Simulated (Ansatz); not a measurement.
**CH₃BrOSi: one species, many methods**

An exercise on one series of results from a longer session: the logs are not shown, and one member is left open.

Method: functionals in def2-TZVPP, the program's frozen cores in correlated methods; program: Ansatz 0.2.0, Gaussian basis.

Levels to be run: LDA (SPW92), PBE-D4, revPBE-D4, BLYP-D4, r2SCAN-D4, B97M-V, PBE0-D4, B3LYP-D4, r2SCANh-D4, r2SCAN0-D4, HSE06-D4, BHLYP-D4, CAM-B3LYP-D4, LC-ωPBE, ωB97X-V, ωB97M-V, B2PLYP, PBE-QIDH; CCSD(T)/def2-SVP; CCSD(T)/def2-TZVPP; MP2/def2-QZVPP; extrapolation to the limit; RPA on PBE.

### Structure used throughout

The geometry comes from an earlier relaxation with PBE0-D4 in a triple-zeta def2 set; it is a stationary point, not always the lowest conformer.

SMILES `CO[Si]Br`, 7 atoms, charge 0, spin multiplicity 1.

Atoms are counted from 1 here; the program's logs count them from 0.

Bond lengths: C1–O2 1.412 Å, C1–H5 1.091 Å, C1–H6 1.091 Å, C1–H7 1.092 Å, O2–Si3 1.621 Å, Si3–Br4 2.297 Å. Angles: O2–C1–H5 108.7°, O2–C1–H6 108.8°, O2–C1–H7 111.1°, H5–C1–H6 109.0°, H5–C1–H7 109.7°, H6–C1–H7 109.6°, C1–O2–Si3 138.1°, O2–Si3–Br4 103.3°.

The first run:

The input, in.yaml:

```yaml
crystal:
  periodic: [false, false, false]
  atoms:
    - {symbol: C, position_ang: [-0.028475, 0.839719, -0.188705]}
    - {symbol: O, position_ang: [0.687830, -0.287017, -0.649709]}
    - {symbol: Si, position_ang: [0.777724, -1.873569, -0.330526]}
    - {symbol: Br, position_ang: [-0.753872, -2.160232, 1.357703]}
    - {symbol: H, position_ang: [0.683601, 1.585469, 0.168569]}
    - {symbol: H, position_ang: [-0.594425, 1.260502, -1.021505]}
    - {symbol: H, position_ang: [-0.711185, 0.567128, 0.618474]}
basis:
  gaussian: {orbitals: def2-TZVPP}
hamiltonian: {xc: lda}
output: {orbitals: {seedname: orbitals}}
```

Steps of the session up to this table: LDA; PBE-D4 (GGA); revPBE-D4 (GGA); BLYP-D4 (GGA); r2SCAN-D4 (meta-GGA); B97M-V (meta-GGA); PBE0-D4 (hybrid); B3LYP-D4 (hybrid); r2SCANh-D4 (hybrid); r2SCAN0-D4 (hybrid); HSE06-D4 (hybrid); BHLYP-D4 (hybrid); CAM-B3LYP-D4 (range-separated); LC-ωPBE-D4 (range-separated; the results give it without D4); ωB97X-V (range-separated); ωB97M-V (range-separated); B2PLYP (double hybrid); PBE-QIDH (double hybrid).

One of the session's tables, all rows but one given; the rest of the session is left out.

It belongs to the step «Frontier levels by functional». 

| functional | HOMO (eV) | LUMO (eV) | gap (eV) |
| --- | --- | --- | --- |
| LDA (SPW92) | -6.38 | -2.93 | 3.44 |
| PBE-D4 | -6.25 | -2.76 | 3.49 |
| revPBE-D4 | -6.20 | -2.70 | 3.50 |
| BLYP-D4 | -6.10 | -2.61 | 3.49 |
| r2SCAN-D4 | -6.47 | -2.69 | 3.77 |
| B97M-V | -6.54 | -2.64 | 3.90 |
| PBE0-D4 | -7.32 | -1.99 | 5.32 |
| B3LYP-D4 | -7.12 | -2.16 | 4.96 |
| r2SCANh-D4 | -6.86 | -2.39 | 4.47 |
| r2SCAN0-D4 | -7.45 | -1.95 | 5.50 |
| HSE06-D4 | -6.93 | -2.37 | 4.56 |
| BHLYP-D4 | ? | ? | ? |
| CAM-B3LYP-D4 | -8.56 | -0.90 | 7.65 |
| LC-ωPBE | -9.82 | 0.15 | 9.97 |
| ωB97X-V | -9.51 | 0.08 | 9.58 |
| ωB97M-V | -9.36 | -0.01 | 9.35 |

Estimate the missing values for BHLYP-D4.

Worked estimate for «HOMO (eV)». Against the share of exact exchange, BLYP-D4 (0, -6.10), B3LYP-D4 (0.2, -7.12) give a slope of -5.10 per unit share; at 0.5 the line stands at -8.65.

As computed: HOMO (eV): -8.26; LUMO (eV): -1.09; gap (eV): 7.17. In «HOMO (eV)» the line misses by -0.39.
